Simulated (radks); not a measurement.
**Ar in [He] 2s2 2p5 3s2 3p6 3d1: an all-electron calculation**

An exercise on one series of results from a longer session: the logs are not shown, and one member is left open.

The numbers are computed with radks (a radial shooting solver on a logarithmic mesh, Libxc functionals) version 1 (scalar-relativistic Kohn-Sham, exchange-only r2SCAN, spin-polarised, spherical densities, finite nucleus; open shells are filled with parallel spins first), except any that are marked as measured or tabulated.

## The atom as given

- element: argon (Z = 18)
- charge: 0
- electrons: 18
- configuration: [He] 2s2 2p5 3s2 3p6 3d1
- nuclear rms radius: 3.4274 fm

The outer shells:

Ar
```
[He] core
2s [↑↓]
2p [↑↓][↑↓][↑ ]
3s [↑↓]
3p [↑↓][↑↓][↑↓]
3d [↑ ][  ][  ][  ][  ]
```

Set-up of the first run:

Settings of this run:

```text
Z 18
configuration [He] 2s2 2p5 3s2 3p6 3d1
relativity scalar-relativistic
functional r2scan,
spin polarised
nucleus finite rms 3.4274 fm
c 137.035999084
```

Run with:

```sh
> python run_ks.py task.json out
```

This one command runs every case of the session in turn.

One of the session's tables, all rows but one given; the rest of the session is left out.

It belongs to the step «Shells». Sizes of the orbitals, from the radial functions (bohr):

| level | <r> | outermost maximum (interpolated) | 90 % within | nodes |
| --- | --- | --- | --- | --- |
| 1s up | 0.08572 | 0.0561 | 0.153 | 0 |
| 1s down | 0.08563 | 0.0561 | 0.153 | 0 |
| 2s up | 0.4038 | 0.334 | 0.627 | 1 |
| 2s down | 0.4053 | 0.334 | 0.630 | 1 |
| 2p up | 0.3644 | 0.276 | 0.599 | 0 |
| 2p down | 0.3668 | 0.277 | 0.604 | 0 |
| 3s up | 1.311 | 1.11 | 1.97 | 2 |
| 3s down | 1.319 | 1.12 | 1.99 | 2 |
| 3p up | 1.456 | 1.18 | 2.26 | 1 |
| 3p down | 1.468 | 1.19 | 2.28 | 1 |
| 3d up | ? | ? | ? | ? |

Estimate the missing values for 3d up.

**Answer.** <r>: 9.469; outermost maximum (interpolated): 8.04; 90 % within: 16.2; nodes: 0. In the column «<r>» it is the highest.
